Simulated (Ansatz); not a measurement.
**ScGa3Te: a closer look at a trial structure**

This session takes a relaxed cell of ScGa3Te and sets out to see whether it has a gap, which orbitals make up the states near it and how charge is shared.

Program: Ansatz 0.2.0. Level of theory: DFT PBE, scalar-relativistic, plane waves, PAW. These are calculated values, not measurements.

1 further run of the same task is left out (set aside as unsound or not needed).

### Step 1. The structure to begin with

It takes space group Pm-3m (No. 221, cubic). Conventional cell: a = 5.341 Å, b = 5.341 Å, c = 5.341 Å, α = 90.00°, β = 90.00°, γ = 90.00°. Sc (site symmetry m-3m) has 6 Ga at 2.67 Å as nearest neighbours. Around Ga (site symmetry 4/mmm) lie 2 Sc at 2.67 Å and 8 Ga at 3.78 Å and 4 Te at 3.78 Å. Around Te (site symmetry m-3m) lie 12 Ga at 3.78 Å.

As a file:

```xyz
5
Lattice="5.3406 0.0000 0.0000 0.0000 5.3406 0.0000 0.0000 0.0000 5.3406" Properties=species:S:1:pos:R:3 pbc="T T T"
Sc    2.6703    2.6703    2.6703
Ga    0.0000    2.6703    2.6703
Ga    2.6703    0.0000    2.6703
Ga    2.6703    2.6703    0.0000
Te    0.0000    0.0000    0.0000
```

The cell was relaxed beforehand at this level, from a database cell with other species swapped in; it needn't be the stable form of this composition. At a tolerance of 0.05 Å it has space group Pm-3m (No. 221); it has 30.47 Å³/atom, an uncorrected energy of +0.45 eV/atom over the elements.

### Step 2. Electronic structure at the relaxed geometry

input.yaml

```yaml
crystal:
  lattice:
    - [5.3406094473, 0.0, 0.0]
    - [0.0, 5.3406094473, 0.0]
    - [0.0, 0.0, 5.3406094473]
  atoms:
    - { symbol: Sc, position: [0.5, 0.5, 0.5], spin: 0.54 }
    - { symbol: Ga, position: [0.0, 0.5, 0.5], spin: 0.11 }
    - { symbol: Ga, position: [0.5, 0.0, 0.5], spin: 0.11 }
    - { symbol: Ga, position: [0.5, 0.5, 0.0], spin: 0.11 }
    - { symbol: Te, position: [0.0, 0.0, 0.0] }
basis:
  ecutwfc: 420
kpoints:
  mp_grid: { grid: [8, 8, 8] }
  band_path:
    path:
      - [[0.0, 0.0, 0.0], [0.0, 0.5, 0.0], [0.5, 0.5, 0.0], [0.0, 0.0, 0.0], [0.5, 0.5, 0.5], [0.0, 0.5, 0.0]]
      - [[0.5, 0.5, 0.5], [0.5, 0.5, 0.0]]
    npoints: 14
hamiltonian:
  xc: pbe
scf:
  occupations: { method: gaussian, width: 0.1 }
  n_extra_bands: 12
output:
  forces: true
  stress: true
  eigenvalues: true
  populations: true
  dos: { projected: true, de: 0.02, nscf_kmesh: { grid: [10, 10, 10] } }
  bader: true
  write_density: true
  write_potential: true
  elf: true
  volumetric_format: npy
magnetization:
  spin_polarized: true
checkpoint:
  read: start.run
  write: ck
  compress: false
  write_wavefunctions: false
  write_every: 100000
```

Command:

```
> ansatz run input.yaml --threads 1 --pin off --max-ram 2560MiB --backend cpu --events-out ev --progress --plain --runs-dir out
```

Standard output:

```text
Warning: checkpoint.read: spin seed differs: saved b420048c56eb…, current d151f75be8da…; the loaded state replaces the seed-built initial guess (but the starting_ns of a DFT+U solve that opens without the state's occupation matrices), so the run may converge into the producing seed's basin, or, where the symmetry group that follows from this deck's starting moments and starting_ns does not hold the saved magnetisation, lose that magnetisation at its first build. Where atoms have moved since the state was saved, this difference can also decide whether moments are moved with them. A self-consistent run of this deck without the state starts from its starting moments and, under a DFT+U term, its starting_ns
Warning: RAYON_NUM_THREADS=1 ignored (pool sized by the plan → 1); use --threads N
scf.n_extra_bands = 12 over 33 filled bands (N_el = 66.0): the run solves 45 bands
Engine: ansatz 0.2.0, aarch64-unknown-linux-gnu
Pseudopotentials: kind: paw
Pseudopotential: Sc, paw, valence charge 11, recommended cutoff 420 eV (normal), Sc.paw.azcp
Pseudopotential: Ga, paw, valence charge 13, recommended cutoff 420 eV (normal), Ga.paw.azcp
Pseudopotential: Te, paw, valence charge 16, recommended cutoff 420 eV (normal), Te.paw.azcp
Functional definition: PBE
  parameter kappa = 0.804
  parameter beta = 0.06672455060314922
  exchange = pbe_x(kappa = kappa, mu = beta*pi^2/3)
  correlation = pbe_c(beta = beta)
Crystal: 5 atoms, lattice volume = 152.325 Å³
Basis set: ecut = 420 eV, 2945 PW (Γ), exchange–correlation on 72×72×72 points (8 copies of the dense FFT grid, shifted against one another)
Bands: 45, of which v1, the nominal top of the filled ones, is band 33 counted from 1 (32 counted from 0)
Symmetry: 48 space group operations
Space group: Pm-3m (ITA 221), of the structure as read, at distance tolerance 5.3e-5 Å
Magnetic group: BNS 221.92 (UNI 1594), of the structure as read, at distance tolerance 5.3e-5 Å
k-points: 35 of 512
Non-local potential: Sc, projectors of the file, l = 0: 3, l = 1: 2, l = 2: 3, l = 3: 1
Non-local potential: Ga, projectors of the file, l = 0: 2, l = 1: 2, l = 2: 3, l = 3: 1
Non-local potential: Te, projectors of the file, l = 0: 2, l = 1: 2, l = 2: 2, l = 3: 2
PAW form: soft (Blöchl's): semilocal exchange-correlation on the pseudo side does not see the compensation charge
PAW one-centre angular grid: Sc, 590 points (default); XC on 64 Gauss nodes
PAW one-centre angular grid: Ga, 590 points (default); XC on 64 Gauss nodes
PAW one-centre angular grid: Te, 590 points (default); XC on 64 Gauss nodes
Initial density: read from a saved state, or passed on in memory by an earlier SCF of this step, an earlier step, the calling program or the single point that the run made first
Stability of the state it starts from, as read at its close in the collinear treatment: not read negative (Ritz values of 1 − χ₀K, real part plus size of imaginary part, from -1.7 to 1.4, by its mixing steps under the symmetry group of the SCF that read it); its run was given moments
Starting moments: Σ|m| = 0.87 μB on 4 of 5 sites; this step starts from the density that it was given
Initial wavefunctions: pseudopotential atomic-orbital guess
Functional: x = pbe(κ = 0.804, μ = 0.2195149727645171), c = pbe(β = 0.06672455060314922)
iter 1 solved again at ethr=3.18e-8 eV; its pass at ethr=3.10e-3 eV (dr2=2.10e-5 eV) is discarded
SCF iter   1: F=—  HF=-20462.591062 eV  |F-HF|=—  |Δ(HF+E_count)|=         —  Δρ=3.34e-7 (↑3.23e-7 ↓3.34e-7)  dr2=3.72e-10  dr2_m=3.25e-12  M=1.516 μB ∫|m|=1.558 μB  β_m=0.30  ethr=3.18e-8  ⟨swp⟩=3.1  Hψ=20929  notcnv=0
eigensolver tolerance schedule: the retry pair's looser diagonalisation over-reported the residual by 56398.65 of it (diagonalisation noise at 1.37 of the residual, at the tolerance the schedule requests for it); recorded, not acted on — ethr = c·dr2/N_el stays at c = 1.0e-1
preconditioner: auto → Kerker (q_TF=auto, 2.373 Å⁻¹)  [metal: Δε(μ)=0.031 eV  Ē_g=13.548 eV  σ=0.100 eV  W_gap=0.17  n_scr=32 (ndim 8)  ℏωp=20.8 eV  f_vac=0.007  D(μ)=4.24/eV (n_scr^D=26)]
spin=Collinear: Kerker preconditioning applied to the charge; magnetization (m = ρ↑ − ρ↓) channel mixes plain (no charge-response kernel on spin).
SCF iter   2: F=-20462.591062 eV  HF=-20462.591062 eV  |F-HF|=7.28e-12  |Δ(HF+E_count)|=   9.77e-8  Δρ=9.43e-8 (↑9.43e-8 ↓8.99e-8)  dr2=3.41e-11  dr2_m=5.69e-13  M=1.516 μB ∫|m|=1.558 μB  ethr=1.00e-12  ⟨swp⟩=11.6  Hψ=21415  notcnv=0
SCF 1 converged in 2 iterations: F = -20462.591062 eV  dr2 = 3.41e-11
NSCF: frozen V_eff on 86 k-points
NSCF: frozen V_eff on 56 k-points
SCF converged after 2 iterations
Magnetization: 1.5162 μB (33.7581 up, 32.2419 down)
Absolute magnetization: 1.5624 μB (∫|ρ↑−ρ↓|, with the PAW one-centre terms)
Spin contamination: 0.0165 ħ² per cell (⟨S²⟩ above its minimum at these occupations)
Per-site moments (μB) at R_I (Å): [(0.4897086066471326, 1.101500698505625), (0.1025045815167703, 1.101500698505625), (0.10250458151677001, 1.101500698505625), (0.10250458151677018, 1.101500698505625), (-0.019336185073158912, 1.5577572267900925)]
Free energy (F): -20462.591062 eV
Harris-Foulkes:  -20462.591062 eV  (|F-HF|=7.28e-12)
Internal energy: -20462.569866 eV  (E = F + TS)
E sigma→0 (E₀):  -20462.580464 eV
Entropy (-TS):   -0.021196 eV (-4.239 meV/atom)
Fermi energy:    5.927387 eV
--- Per-component energies (eV) ---
  E_band       = -751.438818
  E_kinetic    = 780.786406
  E_local      = -8792.358627  (includes V_loc(G=0)·N_el)
  E_nonlocal   = 1034.770979
  E_hartree    = 4163.933427
  E_xc         = -433.817961
  E_vxc        = -402.914203  (∫ρ·V_xc dr)
  E_paw        = -11566.654716  (= ΣΔE_a)
  E_vpaw       = -1699.589605  (= ΣTr[D̂ρ^β])
  E_aug_tail   = -0.000555  (compensation charges beyond the density's cutoff)
  E_ewald      = -5649.228819
  E_smearing   = -0.021196  (= −TS)
  E_closure    = -0.000000  (closes the sum)
  Σ components = -20462.591062   (vs F -20462.591062, Δ=0.00e0)
--- Forces (eV/Å), atoms counted from 1 ---
  atom   1  Sc     0.00000000    -0.00000000     0.00000000
  atom   2  Ga     0.00000000     0.00000000     0.00000000
  atom   3  Ga    -0.00000000    -0.00000000     0.00000000
  atom   4  Ga    -0.00000000    -0.00000000     0.00000000
  atom   5  Te    -0.00000000     0.00000000     0.00000000
  max |Σ_I F_I| component: 7.34e-29 eV/Å
--- Stress (GPa, compression-positive) ---
        0.001449       0.000000      -0.000000
        0.000000       0.001449       0.000000
        0.000000       0.000000       0.001449
  P = ⅓ Tr σ = 0.0014 GPa (0.014 kbar)
--- Band table (eV; the first three rows and the last of 70) ---
  k-point 0 ↑: bands = ["-43.5379", "-30.6625", "-30.6625", "-30.6610", "-30.6610", "-30.6610", "-22.2499", "-22.2499", "-22.2499", "-8.9098", "-8.8918", "-8.8918", "-8.8893", "-8.8893", "-8.8893", "-8.8758", "-8.8758", "-8.8618", "-8.8618", "-8.8618", "-8.8487", "-8.8260", "-8.8260", "-8.8260", "-4.5688", "-0.9084", "1.1074", "1.1074", "3.6128", "3.6128", "3.6128", "6.5470", "6.5470", "6.5470", "7.1900", "7.1900", "7.1900", "8.6699", "8.6699", "8.6699", "8.8857", "8.8857", "10.8336", "10.8336", "10.8336"]
  k-point 1 ↑: bands = ["-43.5379", "-30.6625", "-30.6625", "-30.6610", "-30.6610", "-30.6610", "-22.2509", "-22.2499", "-22.2499", "-8.9078", "-8.8917", "-8.8890", "-8.8889", "-8.8869", "-8.8869", "-8.8757", "-8.8749", "-8.8622", "-8.8618", "-8.8618", "-8.8495", "-8.8282", "-8.8282", "-8.8260", "-4.5466", "-0.9128", "0.9909", "1.1206", "3.6686", "3.6686", "3.8355", "6.2421", "6.4346", "6.4346", "7.0556", "7.0556", "7.1979", "8.2886", "8.8295", "8.8295", "8.8821", "9.0222", "10.5876", "10.7341", "10.7341"]
  k-point 2 ↑: bands = ["-43.5378", "-30.6625", "-30.6625", "-30.6610", "-30.6610", "-30.6610", "-22.2533", "-22.2500", "-22.2500", "-8.9050", "-8.8916", "-8.8880", "-8.8804", "-8.8804", "-8.8804", "-8.8752", "-8.8723", "-8.8631", "-8.8616", "-8.8616", "-8.8519", "-8.8342", "-8.8342", "-8.8260", "-4.4909", "-0.9414", "0.7932", "1.1530", "3.8250", "3.8250", "4.3376", "5.6411", "6.0772", "6.0772", "6.9063", "6.9063", "7.2173", "7.7692", "8.6151", "9.0870", "9.1035", "9.1035", "10.4605", "10.5517", "10.5517"]
  k-point 34 ↓: bands = ["-43.1019", "-30.6650", "-30.6650", "-30.6634", "-30.6634", "-30.6634", "-21.8089", "-21.8089", "-21.8089", "-8.8764", "-8.8657", "-8.8657", "-8.8657", "-8.8541", "-8.8541", "-8.8319", "-8.8319", "-8.8319", "-8.8183", "-8.8183", "-8.8183", "-8.8113", "-8.8113", "-8.8113", "-4.2546", "0.9512", "0.9512", "0.9512", "2.9690", "2.9690", "2.9690", "3.4468", "6.1486", "6.1486", "7.1566", "7.1566", "7.1566", "10.4577", "10.4577", "10.4577", "11.0832", "11.0832", "11.0832", "12.9131", "13.4020"]
--- Löwdin populations: 5 sites ---
  site symbol       q [e]    m [muB]
     0     Sc     10.3143     0.7125
     1     Ga     13.2229     0.2687
     2     Ga     13.2229     0.2687
     3     Ga     13.2229     0.2687
     4     Te     15.9168    -0.0281
  spilling = 0.001520 (of n_electrons = 66.000000)
--- Bader charges: 5 sites ---
  site symbol  charge [e]  shift [e]    m [muB]
     0     Sc      1.1385     0.0004     0.6273
     1     Ga     -0.2098     0.0001     0.2958
     2     Ga     -0.2098     0.0001     0.2958
     3     Ga     -0.2098     0.0001     0.2958
     4     Te     -0.5092     0.0000     0.0014
  estimated error of the sums over rays = 4.9e-4 e
```

It took 2.5 min on 1 thread of Arm Neoverse V1, shared host; peak memory 0.76 GiB.

start.run is the saved state of the run that this one goes on from.

Per atom:

```tsv
atom	moment in the atom's sphere (μB)	Löwdin electrons	Bader charge (e)	Bader volume (Å³)
Sc1	0.49	10.31	+1.14	14.0
Ga2	0.10	13.22	-0.21	30.2
Ga3	0.10	13.22	-0.21	30.2
Ga4	0.10	13.22	-0.21	30.2
Te5	-0.02	15.92	-0.51	47.8
```

bands.tsv at the labelled points (eV, zero at the Fermi level; the bands nearest the Fermi level):

```
point  band 32 up  band 32 dn  band 33 up  band 34 up  band 33 dn  band 34 dn  band 35 up  band 36 up
    Γ        0.62        0.94        0.62        0.62        0.94        0.94        1.26        1.26
    X       -0.79       -0.37       -0.47       -0.47       -0.07       -0.07        0.90        0.90
    M       -1.22       -1.12       -1.15       -0.51       -0.90        0.20       -0.06       -0.06
    Γ        0.62        0.94        0.62        0.62        0.94        0.94        1.26        1.26
    R       -3.05       -2.48       -0.49       -0.49        0.22        0.22        0.99        0.99
    X       -0.79       -0.37       -0.47       -0.47       -0.07       -0.07        0.90        0.90
    R       -3.05       -2.48       -0.49       -0.49        0.22        0.22        0.99        0.99
    M       -1.22       -1.12       -1.15       -0.51       -0.90        0.20       -0.06       -0.06
```

States per cell in windows of 1 eV, from dos.tsv and pdos.tsv (zero at the Fermi level):

```csv
from,to,total,Sc 3d,Ga 4s,Ga 4p,Te 5p
-6,-5,2.67,0.11,2.02,0.31,0.13
-5,-4,1.65,0.24,1.28,0.10,0.02
-4,-3,0.00,0.00,0.00,0.00,0.00
-3,-2,1.99,0.15,0.07,0.83,0.89
-2,-1,4.82,0.44,0.31,1.53,2.39
-1,0,3.15,0.92,0.13,1.48,0.49
0,1,6.10,2.38,0.09,2.38,1.10
1,2,2.13,1.21,0.01,0.56,0.28
2,3,2.35,0.40,0.14,1.56,0.09
3,4,6.58,2.04,0.36,3.57,0.28
```

The solved bands begin to run out at 4.6 eV, so nothing above is shown.

A further 52 or so states lie below the table's range.

Density in a lattice plane of the grid's cell (edges 5.34 and 5.34 Å, at 0.500 of the third edge), which holds Sc and Ga.

Values in e/Å³, 12 rows by 12 columns:
```
 0.01  0.02  0.04  0.09  0.31  1.87  6.62  1.87  0.31  0.09  0.04  0.02
 0.04  0.04  0.04  0.08  0.18  0.40  0.58  0.40  0.18  0.08  0.04  0.04
 0.12  0.09  0.08  0.08  0.12  0.22  0.28  0.22  0.12  0.08  0.08  0.09
 0.46  0.31  0.18  0.12  0.13  0.38  0.72  0.38  0.13  0.12  0.18  0.31
 7.63  1.87  0.40  0.22  0.38  2.67  5.02  2.67  0.38  0.22  0.40  1.87
41.72  6.62  0.58  0.28  0.72  5.02  7.39  5.02  0.72  0.28  0.58  6.62
 7.63  1.87  0.40  0.22  0.38  2.67  5.02  2.67  0.38  0.22  0.40  1.87
 0.46  0.31  0.18  0.12  0.13  0.38  0.72  0.38  0.13  0.12  0.18  0.31
 0.12  0.09  0.08  0.08  0.12  0.22  0.28  0.22  0.12  0.08  0.08  0.09
 0.04  0.04  0.04  0.08  0.18  0.40  0.58  0.40  0.18  0.08  0.04  0.04
 0.01  0.02  0.04  0.09  0.31  1.87  6.62  1.87  0.31  0.09  0.04  0.02
-0.03  0.01  0.04  0.12  0.46  7.63 41.72  7.63  0.46  0.12  0.04  0.01
```
Columns run along the first of these edges and rows up along the second, over one cell in 12 and 12 even steps from the bottom left corner. Atoms in the plane (fractional): Sc at (0.50, 0.50), Ga at (0.00, 0.50), Ga at (0.50, 0.00).

ELF in the same plane.

Ten even steps from ' ' (0.01) to '@' (0.75):
```
        ..::--------..      ..--------::..      
        ..::--======--::::::--======--::..      
      ....::--++++++++++==++++++++++--::....    
::::::::::::--++**######**######**++--::::::::::
----------------==++++++**++++++==--------------
----==++++++--::....::::--::::....::--++++++==--
----====****==..  ..==**##**==..  ..==****====--
::::--==**##++::..++%%@@@@@@%%++..::++##**==--::
    ..--++##++::==@@@@##++##@@@@==::++##++--..  
--  ..--++##**--**@@%%==..==%%@@**--**##++--..  
    ..--++##++::==@@@@##++##@@@@==::++##++--..  
::::--==**##++::..++%%@@@@@@%%++..::++##**==--::
----====****==..  ..==**##**==..  ..==****====--
----==++++++--::....::::--::::....::--++++++==--
----------------==++++++**++++++==--------------
::::::::::::--++**######**######**++--::::::::::
      ....::--++++++++++==++++++++++--::....    
        ..::--======--::::::--======--::..      
        ..::--------..      ..--------::..      
        ..::----==::....--....::==----::..      
```
Columns run along the first of these edges and rows up along the second, over one cell in 24 and 20 even steps from the bottom left corner. Atoms in the plane (fractional): Sc at (0.50, 0.50), Ga at (0.00, 0.50), Ga at (0.50, 0.00).

Both are smooth fields of the valence electrons: close to the nuclei they are not physical.

Spin density (up less down) in a lattice plane of the grid's cell (edges 5.34 and 5.34 Å, at 0.500 of the third edge), which holds Sc and Ga.

Ten even steps from ' ' (0.00 e/Å³) to '@' (0.31 e/Å³):
```
                                                
                                                
                    ..........                  
                  ..............                
                  ......::......                
                    ..::::::..                  
                    ..--==--..                  
        ............::==**==::............      
        ......::::--==**%%**==--::::......      
        ....::::--++##%%@@%%##++--::::....      
        ......::::--==**%%**==--::::......      
        ............::==**==::............      
                    ..--==--..                  
                    ..::::::..                  
                  ......::......                
                  ..............                
                    ..........                  
                                                
                                                
                                                
```
Columns run along the first of these edges and rows up along the second, over one cell in 24 and 20 even steps from the bottom left corner. Atoms in the plane (fractional): Sc at (0.50, 0.50), Ga at (0.00, 0.50), Ga at (0.50, 0.00).

Outside the cores ELF peaks at 0.67 beside Te, off the lines to its neighbours, 1.4 Å from Te; 0.60 on the Ga–Sc line, 1.3 Å from Ga.

### Step 3. A run with other settings

input.yaml

```yaml
crystal:
  lattice:
    - [5.3406094473, 0.0, 0.0]
    - [0.0, 5.3406094473, 0.0]
    - [0.0, 0.0, 5.3406094473]
  atoms:
    - { symbol: Sc, position: [0.5, 0.5, 0.5], spin: 0.54 }
    - { symbol: Ga, position: [0.0, 0.5, 0.5], spin: 0.11 }
    - { symbol: Ga, position: [0.5, 0.0, 0.5], spin: 0.11 }
    - { symbol: Ga, position: [0.5, 0.5, 0.0], spin: 0.11 }
    - { symbol: Te, position: [0.0, 0.0, 0.0] }
basis:
  ecutwfc: 420
kpoints:
  mp_grid: { grid: [8, 8, 8] }
hamiltonian:
  xc: pbe
scf:
  OCCUPATIONS: { method: gaussian, width: 0.1 }
  max_iter: 50
output:
  forces: true
  eigenvalues: true
  stress: true
magnetization:
  spin_polarized: true
```

Command:

```
> ansatz run input.yaml --threads 1 --pin off --max-ram 2560MiB --backend cpu --events-out ev --progress --plain --runs-dir out
```

Standard output:

```text
Error: YAML parse error: error: line 19 column 3: unknown field `OCCUPATIONS`, expected one of max_iter, algorithm, n_extra_bands, self_checks, convergence, lower_state_search, omitted_lower_state_checks, lower_solution_reach, mixing, occupations, eigensolver, initial_density, exx
  --> <input>:19:3
   |
17 |   xc: pbe
18 | scf:
19 |   OCCUPATIONS: { method: gaussian, width: 0.1 }
   |   ^ unknown field `OCCUPATIONS`, expected one of max_iter, algorithm, n_extra_bands, self_checks, convergence, lower_state_search, omitted_lower_state_checks, lower_solution_reach, mixing, occupations, eigensolver, initial_density, exx
20 |   max_iter: 50
21 | output:
   |
```

Wall time 0.02 s (1 thread of Arm Neoverse V1, shared host); peak memory 0.022 GiB.

### Step 4. Reading the log

The program refused the input before any cycle. It says: «line 19 column 3: unknown field `OCCUPATIONS`, expected one of max_iter, algorithm, n_extra_bands, self_checks, convergence, ...»

In the input, scf.max_iter is 50. One keyword is written wrongly, so the input can't be read.

What to do: correct the name of the key.

### Step 5. Summary of results

| quantity | value |
| --- | --- |
| gap | none (metal) |
| states at the Fermi level | 5.21 per eV per cell |
| Bader charges | Sc +1.14, Ga -0.21, Te -0.51 e |

In words: There is no gap at this level. Of the projected weight within 0.25 eV of the Fermi level, the largest part is Ga 4p (52 %) and Sc 3d (29 %). Bader charges reach 1.1 e, so charge transfer in this metal is strong. These runs have no spin-orbit coupling; with Te it would split and shift bands. Other magnetic orders were not searched.
